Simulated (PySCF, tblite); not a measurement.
# C4H2FO2S radical: geometry, infrared bands and EPR parameters

What infrared bands and EPR parameters should C4H2FO2S radical (`[O]c1cc(F)sc1O`) show?

Programs: tblite 0.8.0 and PySCF 2.14.0, with density-fitted response routines of our own. Each step states its level of theory. These are calculated values for one molecule in the gas phase, unless marked as measured. Atoms are numbered from 0 throughout.

**1. Starting geometry**

10 atoms, charge 0, multiplicity 2; geometry from: force field or distance geometry start.

Bonds of the start (Å): O0–C1 1.40, C1–C2 1.43, C2–C3 1.37, C3–F4 1.34, C3–S5 1.71, S5–C6 1.70, C6–O7 1.32, C6–C1 1.37, C2–H8 1.08, O7–H9 0.99.

**2. Optimising the geometry with GFN2-xTB**

Job settings and geometry (Å):

```
{"job": {"kind": "relax", "xc": "GFN2-xTB", "basis": "xTB"}, "charge": 0, "multiplicity": 2}
O     -1.328000     1.152900     1.265800
C     -0.443700     0.430500     0.455400
C      0.975600     0.521000     0.557700
C      1.553400    -0.306300    -0.369400
F      2.885900    -0.429300    -0.493500
S      0.433000    -1.192900    -1.300700
C     -0.871500    -0.457500    -0.493000
O     -2.135500    -0.732000    -0.768000
H      1.515300     1.157900     1.237900
H     -2.575500    -0.139600    -0.114800
```

Started as:

```bash
$ OMP_NUM_THREADS=1 python probes_run.py task.json out
```

The driver reads the jobs from task.json and runs them one after another.

The log of the run:

```text
step      E/eV     max force
  0    -696.54647    7.219
  1    -697.26000    1.620
  2    -697.30502    0.605
  3    -697.32127    0.433
  4    -697.34014    0.318
  5    -697.34568    0.237
  6    -697.34838    0.137
  7    -697.34953    0.105
  8    -697.35036    0.108
  9    -697.35076    0.047
 10    -697.35091    0.031
 11    -697.35098    0.026
 12    -697.35105    0.027
 13    -697.35111    0.021
 14    -697.35116    0.018
 15    -697.35119    0.019
 16    -697.35121    0.016
 17    -697.35123    0.016
 18    -697.35126    0.017
 19    -697.35128    0.022
 20    -697.35131    0.022
 21    -697.35133    0.017
 22    -697.35134    0.009
```

Run time: 0.1 s. Hardware: 1 thread of Arm Neoverse V2, shared host.

Step by step:

| step | energy from step 0 (eV) | largest force (eV/Å) |
| --- | --- | --- |
| 0 | 0.0000 | 7.2192 |
| 1 | -0.7135 | 1.6196 |
| 2 | -0.7586 | 0.6045 |
| 3 | -0.7748 | 0.4329 |
| 4 | -0.7937 | 0.3180 |
| 5 | -0.7992 | 0.2374 |
| 6 | -0.8019 | 0.1368 |
| 7 | -0.8031 | 0.1051 |
| 8 | -0.8039 | 0.1083 |
| 9 | -0.8043 | 0.0471 |
| 10 | -0.8044 | 0.0312 |
| 11 | -0.8045 | 0.0261 |
| 12 | -0.8046 | 0.0272 |
| 13 | -0.8046 | 0.0208 |
| 14 | -0.8047 | 0.0181 |
| 15 | -0.8047 | 0.0189 |
| 16 | -0.8047 | 0.0162 |
| 17 | -0.8048 | 0.0159 |
| 18 | -0.8048 | 0.0175 |
| 19 | -0.8048 | 0.0218 |
| 20 | -0.8048 | 0.0225 |
| 21 | -0.8049 | 0.0173 |
| 22 | -0.8049 | 0.0095 |

Distances of close pairs at the start and the end, largest changes first:

| bond | before (Å) | after (Å) | change (Å) |
| --- | --- | --- | --- |
| O0–C1 | 1.400 | 1.235 | -0.165 |
| C1–C6 | 1.368 | 1.450 | +0.082 |
| C3–S5 | 1.705 | 1.771 | +0.066 |
| C2–C3 | 1.370 | 1.340 | -0.030 |
| C1–C2 | 1.426 | 1.449 | +0.024 |
| C3–F4 | 1.344 | 1.324 | -0.020 |
| O7–H9 | 0.985 | 0.979 | -0.007 |
| C6–O7 | 1.322 | 1.327 | +0.005 |

The final coordinates are the input of the step that follows.

**3. Vibrational analysis with GFN2-xTB**

Job settings and geometry (Å):

```
{"job": {"kind": "ir", "xc": "GFN2-xTB", "basis": "xTB"}, "charge": 0, "multiplicity": 2}
O     -1.300683     1.083551     1.187302
C     -0.450049     0.481911     0.524755
C      0.997352     0.542132     0.572918
C      1.565383    -0.277610    -0.322747
F      2.859577    -0.460124    -0.536235
S      0.438356    -1.210195    -1.321616
C     -0.852213    -0.464980    -0.496727
O     -2.131814    -0.712050    -0.748692
H      1.534113     1.175419     1.253713
H     -2.651139    -0.153400    -0.135197
```

The log of the run:

```text
mode    cm-1     km/mol
  1     140.2      0.05
  2     196.4     10.90
  3     231.8     21.00
  4     303.5      9.77
  5     317.9      0.02
  6     425.5      8.00
  7     443.7      1.97
  8     473.2      2.97
  9     565.3    173.67
 10     565.4      6.88
 11     629.1      4.00
 12     674.4      8.14
 13     732.8      6.57
 14     791.3     36.63
 15     986.4     66.35
 16    1104.3      1.14
 17    1132.0    271.22
 18    1183.3    120.87
 19    1263.2     61.08
 20    1376.0    234.53
 21    1606.5    357.53
 22    1622.5    138.21
 23    3156.1      2.90
 24    3272.0     71.68
```

It took 0.23 s on 1 thread of Arm Neoverse V2, shared host.

The strongest bands and the atoms that carry them (share of the mass-weighted mode):

| cm⁻¹ | km/mol | atoms |
| --- | --- | --- |
| 565 | 173.7 | H9 83 % |
| 986 | 66.3 | C6 41 %, H9 23 %, H8 16 % |
| 1132 | 271.2 | C3 36 %, F4 24 %, C2 21 %, H8 12 % |
| 1183 | 120.9 | C2 36 %, C1 21 %, H8 18 %, C3 17 % |
| 1376 | 234.5 | C6 67 %, O7 24 % |
| 1606 | 357.5 | C3 42 %, C2 34 %, C1 14 % |
| 1622 | 138.2 | C1 51 %, O0 26 %, C3 15 % |
| 3272 | 71.7 | H9 94 % |

**4. g tensor and hyperfine couplings: B3LYP/pcH-1**

The job, as its differences from that of step 3:

```diff
@@ -1,2 +1,2 @@
-{"job": {"kind": "ir", "xc": "GFN2-xTB", "basis": "xTB"}, "charge": 0, "multiplicity": 2}
+{"job": {"kind": "epr", "basis": "pcH-1"}, "charge": 0, "multiplicity": 2}
 O     -1.300683     1.083551     1.187302
```

Method: UKS B3LYP, pcH-1 on C F H O S, non-relativistic, mean-field spin-orbit, GIAO.

The log of the run:

```text
UKS, coarse grid
  cycle   1  E = -801.81784178  |g| = 8.13e-01
  cycle   2  E = -798.45268112  |g| = 2.54e+00
  cycle   3  E = -801.96066171  |g| = 4.76e-01
  cycle   4  E = -802.04979875  |g| = 2.34e-01
  cycle   5  E = -802.06775102  |g| = 6.62e-02
  cycle   6  E = -802.06957439  |g| = 3.20e-02
  cycle   7  E = -802.07000468  |g| = 1.27e-02
  cycle   8  E = -802.07010470  |g| = 4.62e-03
  cycle   9  E = -802.07012192  |g| = 1.73e-03
  cycle  10  E = -802.07012541  |g| = 1.01e-03
  cycle  11  E = -802.07012566  |g| = 5.79e-04
UKS, final grid
  cycle   1  E = -802.07010662  |g| = 1.15e-03
  cycle   2  E = -802.07010435  |g| = 2.72e-03
  cycle   3  E = -802.07010722  |g| = 1.48e-04
  cycle   4  E = -802.07010723  |g| = 8.84e-05
  cycle   5  E = -802.07010725  |g| = 5.20e-05
  cycle   6  E = -802.07010725  |g| = 1.33e-05
E = -802.07010725 Eh   <S^2> = 0.7591 (exact 0.7500)
g shifts (ppm)      1          2          3
  rmc          -248       -248       -248
  gc             -5         52         45
  oz_so        -109       3493       4574
  total        -362       3297       4371
hyperfine (MHz)  atom isotope    a_iso     a_fc   dipolar eigenvalues
    0   17O     -22.56     -22.25    -95.96     47.53     48.43
    1   13C     -19.86     -19.90     -6.27     -0.98      7.25
    2   13C     -11.02     -11.01     -5.44      2.07      3.37
    3   13C      12.65      12.75    -11.35     -9.68     21.02
    4   19F      22.14      22.54    -43.29    -39.00     82.29
    5   33S      -1.06      -0.97     -5.37     -3.07      8.44
    6   13C      44.71      44.66    -45.30    -44.16     89.46
    7   17O     -16.10     -16.12    -53.49     26.09     27.40
    8    1H       0.66       0.66     -2.37     -0.43      2.80
    9    1H     -10.16     -10.18     -8.33     -6.49     14.82
```

Wall time 67 s (1 thread of Arm Neoverse V2, shared host); peak memory 0.89 GiB.

Principal g values 2.00196, 2.00562, 2.00669; g(iso) = 2.00475, against 2.00232 for a free electron.

Hyperfine couplings, nucleus by nucleus at this fixed geometry (no averaging over rotations):

| nuclei | isotope | a(iso) (MHz) | a(iso) (G, at g = 2.0023) | largest dipolar term (MHz) |
| --- | --- | --- | --- | --- |
| C6 | 13C | 44.7 | 16.0 | 89.5 |
| O0 | 17O | -22.6 | -8.0 | -96.0 |
| F4 | 19F | 22.1 | 7.9 | 82.3 |
| C1 | 13C | -19.9 | -7.1 | 7.2 |
| O7 | 17O | -16.1 | -5.7 | -53.5 |
| C3 | 13C | 12.7 | 4.5 | 21.0 |
| C2 | 13C | -11.0 | -3.9 | -5.4 |
| H9 | 1H | -10.2 | -3.6 | 14.8 |
| S5 | 33S | -1.1 | -0.4 | 8.4 |
| H8 | 1H | 0.7 | 0.2 | 2.8 |

Mulliken spin populations:

| atom | value (e) |
| --- | --- |
| O0 | 0.30 |
| C1 | 0.02 |
| C2 | -0.04 |
| C3 | 0.11 |
| F4 | 0.01 |
| S5 | 0.01 |
| C6 | 0.47 |
| O7 | 0.12 |
| H8 | 0.00 |
| H9 | -0.01 |

In first order the couplings over 0.8 MHz of 19F, 1H give 4 distinct lines over 11.5 G.

The fields below are evaluated on a grid from the run's orbitals.

ELF in a plane through or near 10 of the atoms.

Ten even steps from '0' (0.00) to '9' (1.00):
```
0000000000000000000000000000
0000000000000000000000000000
0000000000000000000000000000
0000000001100013431000000000
0000000399950037886300000000
0000000899981028888620000000
0000000899983237349840000000
0000000289946746888610000000
0000000015386833532012100000
0000133117845646710488710000
0000488751351045255898500000
0000486581264362477375200000
0000378764794388467486200000
0000167721454517325886300000
0000023300453515102663100000
0000000001487786100110000000
0000000001378874100000000000
0000000000135541000000000000
0000000000001100000000000000
0000000000000000000000000000
```
The map spans 10.8 Å across and 8.8 Å up, centred on the molecule. Atoms in the plane (x, y in Å): O0 (1.2, 1.7), C1 (0.4, 0.7), C2 (-1.0, 0.7), C3 (-1.5, -0.5), F4 (-2.8, -0.9), S5 (-0.3, -1.8), C6 (0.9, -0.6), O7 (2.2, -0.9), H8 (-1.6, 1.6), H9 (2.7, -0.1).

On the surface of density 0.002 e/bohr³ the electrostatic potential runs, from the 1st to the 99th percentile, from -1.61 V near O0 to 2.14 V near H9.

The spin density lies nearest to C6 35 %; O0 25 %; O7 12 %; C1, C3 about 8 % each.

**5. Summary of results**

| quantity | value |
| --- | --- |
| strongest single infrared mode (GFN2-xTB) | 1606 cm⁻¹, 358 km/mol |
| zero-point energy (GFN2-xTB) | 33.2 kcal/mol |
| g(iso) (B3LYP) | 2.00475 |
| ⟨S²⟩ | 0.759 (exact 0.75) |
| largest a(iso) | 13C on C6, 44.7 MHz |
| potential on the surface of density 0.002 e/bohr³, 1st and 99th percentile | -1.61 V and 2.14 V |

In words: The optimisation took 22 steps and gained 0.805 eV; among the close pairs (by a distance rule), O0–C1 changed most, from 1.400 to 1.235 Å. No mode is imaginary among the 24: a minimum at this level. The strongest single mode, at 1606 cm⁻¹, moves mainly C3 and C2. Unscaled tight-binding wavenumbers are off by several per cent, some by more. Its intensities can rank the bands wrongly. The largest share of the spin, 0.47 e, sits on C6. The isotropic g lies 2.4 ppt above the free-electron value.
